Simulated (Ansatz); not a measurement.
Task: a convergence test of the k-point mesh of Hg, space group P6_3/mmc, with Ansatz's Python interface. Give the script and its output. Settings (first run): PBEsol, PAW, cutoff 420 eV, 3×3×2 k-points, cold smearing of 0.1 eV. The script varies mesh: (3, 3, 2), (5, 5, 3), (6, 6, 4), (7, 7, 4), (9, 9, 5).

```
Hg
1.0
     3.46181    0.00000    0.00000
    -1.73090    2.99802    0.00000
     0.00000    0.00000    5.48755
Hg
2
Direct
  0.66667 0.33333 0.75000
  0.33333 0.66667 0.25000
```

`kconv.py`
```python
"""k-point test for Hg."""

from dataclasses import dataclass
import logging
import sys

import ansatz as az
import pandas as pd

logging.basicConfig(stream=sys.stdout, format="%(levelname)s:%(name)s:%(message)s")
logger = logging.getLogger("hg")
logger.setLevel(logging.INFO)


@dataclass(frozen=True)
class Options:
    ecut: int = 420
    filling: str = "cold"


cfg = Options()

crystal = (
    az.Lattice.from_parameters(3.46181, 3.46181, 5.487548, alpha=90.0, beta=90.0, gamma=120.0)
    .atom("Hg", [2 / 3, 1 / 3, 0.75])
    .atom("Hg", [1 / 3, 2 / 3, 0.25])
)

setup = (
    crystal.calculation()
    .functional(az.Functional.PBESOL)
    .basis(cfg.ecut)
    .occupations(cfg.filling)
    .forces()
    .stress()
)

rows = []
for value in [(3, 3, 2), (5, 5, 3), (6, 6, 4), (7, 7, 4), (9, 9, 5)]:
    data = setup.kpoints(*value).run().report
    rows.append((value, data["free_energy_ev"] / len(data["lattice"]["sites"]), data["n_iterations"], sum(data["stress_gpa"][i][i] for i in range(3)) / 3, max(abs(f) for row in data["forces_ev_ang"] for f in row), data["n_kpoints"]))

table = pd.DataFrame(rows, columns=["mesh", "F/atom (eV)", "iterations", "P (GPa)", "max component (eV/A)", "k-points"])
print(table.round(5).to_string(index=False))

# the last row is the reference
for row in rows[:-1]:
    shift = 1000 * (row[1] - rows[-1][1])
    logger.info(f"{row[0]}: {shift:+.2f} meV/atom" + ("  (within 5 meV)" if abs(shift) < 5 else ""))
```

```console
$ python kconv.py
     mesh  F/atom (eV)  iterations  P (GPa)  max component (eV/A)  k-points
(3, 3, 2) -13667.87743           6 -2.13331                   0.0         6
(5, 5, 3) -13667.92728           6 -2.51534                   0.0        10
(6, 6, 4) -13667.93095           6 -2.26291                   0.0        21
(7, 7, 4) -13667.93468           6 -2.25573                   0.0        24
(9, 9, 5) -13667.93845           6 -2.42620                   0.0        36
INFO:hg:(3, 3, 2): +61.02 meV/atom
INFO:hg:(5, 5, 3): +11.17 meV/atom
INFO:hg:(6, 6, 4): +7.51 meV/atom
INFO:hg:(7, 7, 4): +3.77 meV/atom  (within 5 meV)
```

From 7×7×4 on it stays within 5 meV an atom of the value at 9×9×5; the first row (3×3×2) is off by 61.0 meV and the last but one by 3.77 meV. The pressure moves from -2.13 to -2.43 GPa.

Caveats:
- Forces vanish by symmetry here and test nothing.
- Pressure is positive in compression.
- Spin-orbit coupling, which matters for elements this heavy, is left out.
- This isn't the structure that Hg takes at ambient conditions.
- Shifts are counted from the finest mesh, which is itself no proven limit.
- It ran for 5.2 s on 1 thread of Arm Neoverse V2 (shared host), peak memory 0.43 GiB.
